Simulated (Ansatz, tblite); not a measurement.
# Sn22H30 ring rod (Sn₂₁SbH₃₀): rung by rung

How do method and basis change the picture of Sn22H30 ring rod (Sn₂₁SbH₃₀) (doublet)?

Method: as each input shows; program: Ansatz 0.2.0, Gaussian basis.

Plan: GFN1-xTB, GFN2-xTB, PBE-D4/def2-TZVP, r2SCAN-D4/def2-TZVP, BHLYP-D4/def2-TZVP, PBE-D4/def2-SVP, PBE0-D4/def2-SVP, MP2/def2-SVP.

2 further runs of the same task are left out: 1 for a known fault of the program, 1 set aside as unsound or not needed.

## 1. The geometry

The geometry is that of the doublet, from an earlier relaxation (PBE-D4/def2-SVP).

52 atoms, charge 0, spin multiplicity 2.

Bond lengths: Sn1–Sn13 2.818 Å, Sn1–Sn15 2.820 Å, Sn1–H23 1.737 Å, Sn1–H24 1.737 Å, Sn2–Sn14 2.812 Å, Sn2–Sn16 2.815 Å, Sn2–H25 1.737 Å, Sn2–H26 1.738 Å, Sn3–Sn13 2.820 Å, Sn3–Sn17 2.824 Å, Sn3–H27 1.738 Å, Sn3–H28 1.739 Å, Sn4–Sn13 2.818 Å, Sn4–Sn18 2.819 Å, Sn4–H29 1.738 Å, Sn4–H30 1.738 Å, Sn5–Sn14 2.823 Å, Sn5–Sn15 2.822 Å and more. Angles: Sn13–Sn1–Sn15 108.3°, Sn13–Sn1–H23 110.1°, Sn13–Sn1–H24 110.3°, Sn15–Sn1–H23 111.4°, Sn15–Sn1–H24 109.5°, H23–Sn1–H24 107.3°, Sn14–Sn2–Sn16 104.8°, Sn14–Sn2–H25 110.4°, Sn14–Sn2–H26 112.6°, Sn16–Sn2–H25 110.5°, Sn16–Sn2–H26 110.9°, H25–Sn2–H26 107.7°, Sn13–Sn3–Sn17 110.9°, Sn13–Sn3–H27 109.9°, Sn13–Sn3–H28 109.7°, Sn17–Sn3–H27 109.8°, Sn17–Sn3–H28 109.4°, H27–Sn3–H28 107.0° and more.

Sb, Sn take a core potential in the def2 sets. No spin-orbit coupling is included.

PBE0-D4/def2-TZVP was run before; its log isn't repeated, and its numbers join the tables.

## 2. GFN1-xTB

Tight binding, by tblite at 300 K electronic temperature and without a spin-polarisation term:

```python
tblite.interface.Calculator('GFN1-xTB', numbers, positions, charge=0, uhf=1).singlepoint()
```

Energy -1952.8134 eV; 0.44 s.

## 3. GFN2-xTB

Tight binding, by tblite at 300 K electronic temperature and without a spin-polarisation term:

```python
tblite.interface.Calculator('GFN2-xTB', numbers, positions, charge=0, uhf=1).singlepoint()
```

Energy -1691.1474 eV; 0.93 s.

## 4. PBE-D4/def2-TZVP

start.molden holds the orbitals of an earlier run on this state, given as this run's starting guess.

Contents of in.yaml:

```yaml
crystal:
  periodic: [false, false, false]
  atoms:
    - {symbol: Sn, position_ang: [-3.636310, -0.454953, -2.806419]}
    - {symbol: Sn, position_ang: [-3.629355, -0.325551, 3.054687]}
    - {symbol: Sn, position_ang: [-0.565642, -0.556255, -6.226957]}
    - {symbol: Sn, position_ang: [-0.296679, -3.659823, -2.858231]}
    - {symbol: Sn, position_ang: [-0.131844, -0.198675, 0.095423]}
    - {symbol: Sn, position_ang: [2.946287, -0.262110, -3.255626]}
    - {symbol: Sn, position_ang: [-0.523483, -3.696730, 3.250856]}
    - {symbol: Sn, position_ang: [-0.559007, -0.661895, 6.408485]}
    - {symbol: Sn, position_ang: [2.855710, -0.492839, 3.319806]}
    - {symbol: Sn, position_ang: [-0.407075, 2.942543, -3.214032]}
    - {symbol: Sn, position_ang: [2.971607, 3.093464, -0.080685]}
    - {symbol: Sn, position_ang: [-0.311509, 2.900014, 3.302388]}
    - {symbol: Sn, position_ang: [-2.065414, -2.134603, -4.434239]}
    - {symbol: Sn, position_ang: [-1.859945, -1.900117, 1.539930]}
    - {symbol: Sn, position_ang: [-1.918151, 1.332105, -1.462824]}
    - {symbol: Sn, position_ang: [-1.974146, 1.160253, 4.779620]}
    - {symbol: Sn, position_ang: [1.132318, 1.217553, -4.832520]}
    - {symbol: Sn, position_ang: [1.443184, -1.893981, -1.516503]}
    - {symbol: Sn, position_ang: [1.509446, 1.435180, 1.719716]}
    - {symbol: Sn, position_ang: [4.580217, 1.434721, -1.703227]}
    - {symbol: Sb, position_ang: [1.209092, -2.493931, 5.152000]}
    - {symbol: Sn, position_ang: [1.213059, 4.648924, -1.656818]}
    - {symbol: H, position_ang: [-4.802006, 0.394988, -3.774721]}
    - {symbol: H, position_ang: [-4.519471, -1.396494, -1.643611]}
    - {symbol: H, position_ang: [-4.535654, 0.733961, 2.018724]}
    - {symbol: H, position_ang: [-4.765699, -1.280297, 3.958281]}
    - {symbol: H, position_ang: [-1.635192, 0.342192, -7.261877]}
    - {symbol: H, position_ang: [0.390025, -1.583985, -7.253648]}
    - {symbol: H, position_ang: [-1.179725, -4.597086, -1.691429]}
    - {symbol: H, position_ang: [0.585919, -4.775640, -3.856444]}
    - {symbol: H, position_ang: [3.932831, -1.240359, -4.311321]}
    - {symbol: H, position_ang: [-1.640620, -4.692094, 4.134944]}
    - {symbol: H, position_ang: [0.503197, -4.761417, 2.337099]}
    - {symbol: H, position_ang: [-1.681023, -1.603045, 7.344863]}
    - {symbol: H, position_ang: [0.451520, 0.191607, 7.537835]}
    - {symbol: H, position_ang: [3.772424, -1.538903, 2.250340]}
    - {symbol: H, position_ang: [4.070187, 0.229601, 4.358112]}
    - {symbol: H, position_ang: [-1.458024, 3.885290, -4.238875]}
    - {symbol: H, position_ang: [4.009138, 4.153890, 0.841815]}
    - {symbol: H, position_ang: [-1.340765, 3.865789, 2.285478]}
    - {symbol: H, position_ang: [0.494442, 3.990494, 4.390744]}
    - {symbol: H, position_ang: [-3.099424, -3.198464, -5.350138]}
    - {symbol: H, position_ang: [-2.735368, -2.886302, 0.394038]}
    - {symbol: H, position_ang: [-2.833099, 2.338144, -0.369283]}
    - {symbol: H, position_ang: [-2.941857, 2.085718, 5.902020]}
    - {symbol: H, position_ang: [2.031890, 2.172191, -5.981996]}
    - {symbol: H, position_ang: [2.511555, -2.780529, -0.461353]}
    - {symbol: H, position_ang: [5.623825, 0.475756, -0.696447]}
    - {symbol: H, position_ang: [5.601782, 2.395123, -2.732657]}
    - {symbol: H, position_ang: [0.971765, -3.765043, 6.368691]}
    - {symbol: H, position_ang: [0.203598, 5.604019, -0.611095]}
    - {symbol: H, position_ang: [2.096071, 5.757199, -2.667218]}
basis:
  gaussian: {orbitals: def2-TZVP, fitting: {mean_field: def2-universal-jkfit}, initial_orbitals: start.molden}
magnetization: {spin_polarized: true, initial_magnetization: 1}
hamiltonian: {xc: pbe, dispersion: d4}
scf: {omitted_lower_state_checks: [starts]}
output: {forces: true, orbitals: {seedname: orbitals}}
```

On the command line:

```sh
> ansatz run in.yaml --threads 11 --pin off --events-out ev --progress --plain --max-ram 120832MiB --backend cuda --devices 0, --max-vram 75GiB
```

Further steps of the session: r2SCAN-D4/def2-TZVP; BHLYP-D4/def2-TZVP; PBE-D4/def2-SVP; PBE0-D4/def2-SVP; MP2/def2-SVP.

Q: Predict the results of all the runs planned. Wanted: gap in def2-TZVP, named functionals, smallest and largest; correlation energy, MP2/def2-SVP; binding an atom, functionals in def2-TZVP; ⟨S²⟩ in def2-TZVP, named functionals, smallest and largest; PBE0 total energy, smallest basis above largest.

The runs gave:

```
                                                  quantity                                   value
 gap in def2-TZVP, named functionals, smallest and largest    0.44 eV (PBE-D4), 3.09 eV (BHLYP-D4)
                          correlation energy, MP2/def2-SVP                               -67.52 eV
                 binding an atom, functionals in def2-TZVP  2.43 (BHLYP-D4) to 2.45 eV (r2SCAN-D4)
⟨S²⟩ in def2-TZVP, named functionals, smallest and largest                            0.753, 0.765
           PBE0 total energy, smallest basis above largest           4.01 eV (def2-SVP, def2-TZVP)
```

Orbital gaps of the named functionals in def2-TZVP span 0.44 eV (PBE-D4) to 3.09 eV (BHLYP-D4); exact exchange widens it. Over the named functionals in def2-TZVP spin contamination reaches 0.02 (BHLYP-D4), which is small.
